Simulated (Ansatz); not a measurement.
**HCN on TaN (111)**

The task, for TaN: adsorb HCN from several starts and take the binding apart.

Method: DFT PBE+D3(BJ), scalar-relativistic, plane waves, PAW, in Ansatz 0.2.0.

3 further runs of the same task are left out: 3 set aside as unsound or not needed.

## 1. The starting structure

Symmetry: P3m1, No. 156, trigonal system. Conventional cell: a = 3.101 Å, b = 3.101 Å, c = 22.329 Å, α = 90.00°, β = 90.00°, γ = 120.00°. Around Ta (site symmetry 3m) lie 3 N at 2.19 Å. N (site symmetry 3m) is surrounded by 6 Ta at 2.19 Å. Around Ta (site symmetry 3m) lie 6 N at 2.19 Å. Around N (site symmetry 3m) lie 6 Ta at 2.19 to 2.27 Å. Ta (site symmetry 3m) has 6 N at 2.01 to 2.27 Å in its first shell of neighbours. Around N (site symmetry 3m) lie 3 Ta at 2.01 Å.

As a file:

```cif
data_structure
_symmetry_space_group_name_H-M 'P 1'
_symmetry_Int_Tables_number 1
_cell_length_a 6.2015
_cell_length_b 6.2015
_cell_length_c 22.3294
_cell_angle_alpha 90.000
_cell_angle_beta 90.000
_cell_angle_gamma 120.000
_cell_volume 743.70
loop_
_atom_site_label
_atom_site_type_symbol
_atom_site_fract_x
_atom_site_fract_y
_atom_site_fract_z
_atom_site_occupancy
Ta1 Ta 0.16667 0.33333 0.35827 1
Ta2 Ta 0.16667 0.83333 0.35827 1
Ta3 Ta 0.66667 0.33333 0.35827 1
Ta4 Ta 0.66667 0.83333 0.35827 1
N1 N 0.33333 0.16667 0.41496 1
N2 N 0.33333 0.66667 0.41496 1
N3 N 0.83333 0.16667 0.41496 1
N4 N 0.83333 0.66667 0.41496 1
Ta5 Ta 0.50000 0.50000 0.47165 1
Ta6 Ta 0.50000 0.00000 0.47165 1
Ta7 Ta 0.00000 0.50000 0.47165 1
Ta8 Ta 0.00000 0.00000 0.47165 1
N5 N 0.66667 0.33333 0.52832 1
N6 N 0.66667 0.83333 0.52832 1
N7 N 0.16667 0.33333 0.52832 1
N8 N 0.16667 0.83333 0.52832 1
Ta9 Ta 0.83333 0.66667 0.59088 1
Ta10 Ta 0.83333 0.16667 0.59088 1
Ta11 Ta 0.33333 0.66667 0.59088 1
Ta12 Ta 0.33333 0.16667 0.59088 1
N9 N 0.00000 0.50000 0.63200 1
N10 N 0.00000 0.00000 0.63200 1
N11 N 0.50000 0.50000 0.63200 1
N12 N 0.50000 0.00000 0.63200 1
```

Planes are indexed in the bulk's conventional cell (Fm-3m (No. 225)), a = 4.385 Å, b = 4.385 Å, c = 4.385 Å, α = 90.00°, β = 90.00°, γ = 90.00°.

This (111) slab, 6.3 Å thick as cut, with 16 Å of vacuum, in a 2×2 surface cell; its outer planes are N (top) and Ta (bottom), was relaxed beforehand with its lower half held: -123815.1646 eV, work function 5.60 eV (top face), 5.02 eV (bottom face), dipole along +c -0.107 e·Å per cell.

## 2. HCN, donor, over a hollow (nearest Ta) site

Input file input.yaml:

```yaml
crystal:
  lattice:
    - [6.2014901195, 0.0, 0.0]
    - [-3.1007450597, 5.3706479848, 0.0]
    - [0.0, 0.0, 26.544969349]
  atoms:
    - { symbol: Ta, position: [0.1666666667, 0.3333333333, 0.3013753716] }
    - { symbol: Ta, position: [0.1666666667, 0.8333333333, 0.3013753716] }
    - { symbol: Ta, position: [0.6666666667, 0.3333333333, 0.3013753716] }
    - { symbol: Ta, position: [0.6666666667, 0.8333333333, 0.3013753716] }
    - { symbol: "N", position: [0.3333333333, 0.1666666667, 0.3490632725] }
    - { symbol: "N", position: [0.3333333333, 0.6666666667, 0.3490632725] }
    - { symbol: "N", position: [0.8333333333, 0.1666666667, 0.3490632725] }
    - { symbol: "N", position: [0.8333333333, 0.6666666667, 0.3490632725] }
    - { symbol: Ta, position: [0.5, 0.5, 0.3967511735] }
    - { symbol: Ta, position: [0.5, 0.0, 0.3967511735] }
    - { symbol: Ta, position: [0.0, 0.5, 0.3967511735] }
    - { symbol: Ta, position: [0.0, 0.0, 0.3967511735] }
    - { symbol: "N", position: [0.6666666667, 0.3333333333, 0.4444174262] }
    - { symbol: "N", position: [0.6666666667, 0.8333333333, 0.4444174262] }
    - { symbol: "N", position: [0.1666666667, 0.3333333333, 0.4444174262] }
    - { symbol: "N", position: [0.1666666667, 0.8333333333, 0.4444174262] }
    - { symbol: Ta, position: [0.8333333333, 0.6666666667, 0.497039862] }
    - { symbol: Ta, position: [0.8333333333, 0.1666666667, 0.497039862] }
    - { symbol: Ta, position: [0.3333333333, 0.6666666667, 0.497039862] }
    - { symbol: Ta, position: [0.3333333333, 0.1666666667, 0.497039862] }
    - { symbol: "N", position: [0.0, 0.5, 0.5316321144] }
    - { symbol: "N", position: [0.0, 0.0, 0.5316321144] }
    - { symbol: "N", position: [0.5, 0.5, 0.5316321144] }
    - { symbol: "N", position: [0.5, 0.0, 0.5316321144] }
    - { symbol: C, position: [0.1666666667, 0.8333333333, 0.6366275266] }
    - { symbol: "N", position: [0.1666666667, 0.8333333333, 0.5930373463] }
    - { symbol: H, position: [0.1666666667, 0.8333333333, 0.6765032555] }
basis:
  ecutwfc: 420
kpoints:
  mp_grid: { grid: [4, 4, 1] }
hamiltonian:
  xc: pbe
  dispersion: d3bj
scf:
  occupations: { method: gaussian, width: 0.1 }
output:
  forces: true
  eigenvalues: true
relax:
  adjacent_minimum: "off"
  f_tol: 0.04
  max_steps: 100
  constraints: [{ sites: [0, 1, 2, 3, 4, 5, 6, 7, 8, 9, 10, 11] }]
efield:
  axis: 3
  dipole_correction: true
  ramp_width: 0.04
```

On the command line:

```console
$ ansatz run input.yaml --threads 4 --pin off --max-ram 10240MiB --backend cpu --events-out ev --progress --plain --runs-dir out
```

The session goes on with these runs: HCN, inverted, over a hollow (nearest Ta) site; the lowest end once more, with its density; the slab alone, frozen as in the lowest end; the molecules alone, frozen as adsorbed.

Before running it: what results should come out? Wanted: HCN: lowest end; interaction of the frozen parts; electrons moved above the midplane.

**Answer**, as computed:

| quantity | value |
| --- | --- |
| HCN: lowest end | E_ads -0.23 eV, inverted start over hollow Ta-N |
| interaction of the frozen parts | -0.20 eV a cell |
| cost of deforming the slab | -0.13 eV |
| cost of deforming and crowding the molecules | 0.10 eV |
| electrons moved above the midplane | -0.006 |

HCN binds with 0.23 eV a molecule at best. In all 0.05 electrons are rearranged, and 0.01 cross the midplane towards the slab. Spin-orbit coupling is left out, which matters for the bands of Ta.
